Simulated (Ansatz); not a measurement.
**TaH₃+ (sextet): from Hartree-Fock to the top rungs, def2-TZVPP**

The task here is to estimate one member of a computed series from the others.

Method: def2-TZVPP, core rule «outside noble gas», up to 4 orbitals frozen; program: Ansatz 0.2.0, Gaussian basis.

To be run: UHF; ROHF; CCSD(T) on UHF.

## The system

The geometry is a PBE0/def2-TZVP stationary point (not a proven minimum) of the parent state, kept for this charge and spin. No spin-orbit coupling is included. Elements past krypton take def2 core potentials.

4 atoms, charge 1, spin multiplicity 6.

Atoms are counted from 1 here; the program's logs count them from 0.

Bond lengths: Ta1–H2 2.075 Å, Ta1–H3 2.075 Å, Ta1–H4 1.813 Å, H2–H3 0.801 Å. Angles: H2–Ta1–H3 22.3°, H2–Ta1–H4 168.9°, H3–Ta1–H4 168.9°, Ta1–H2–H3 78.9°, Ta1–H3–H2 78.9°.

Set-up of the first run:

in.yaml

```yaml
crystal:
  periodic: [false, false, false]
  atoms:
    - {symbol: Ta, position_ang: [0.000000, 0.000000, 0.012372]}
    - {symbol: H, position_ang: [0.000000, -0.400716, -2.023105]}
    - {symbol: H, position_ang: [0.000000, 0.400716, -2.023105]}
    - {symbol: H, position_ang: [0.000000, 0.000000, 1.825162]}
basis:
  gaussian: {orbitals: def2-TZVPP}
total_charge: 1
magnetization: {spin_polarized: true, initial_magnetization: 5}
hamiltonian: {xc: hf}
output: {orbitals: {seedname: orbitals}}
```

Run with:

```bash
$ ansatz run in.yaml --threads 1 --pin off --events-out ev --progress --plain --max-ram 4096MiB --backend cpu
```

Steps of the session up to this table: UHF; ROHF; CCSD(T) on UHF.

One of the session's tables, all rows but one given; the rest of the session is left out.

It belongs to the step «Misses and costs». 

```
  method  from UCCSD(T) (kJ/mol)
    ROHF                  +270.9
     UHF                       ?
    UMP2                   +47.2
   UCCSD                    +4.9
UCCSD(T)                       0
```

Estimate the missing values for UHF.

As computed: from UCCSD(T) (kJ/mol): +255.6. In the column «from UCCSD(T) (kJ/mol)» it lies between UMP2 (+47.2) and ROHF (+270.9).
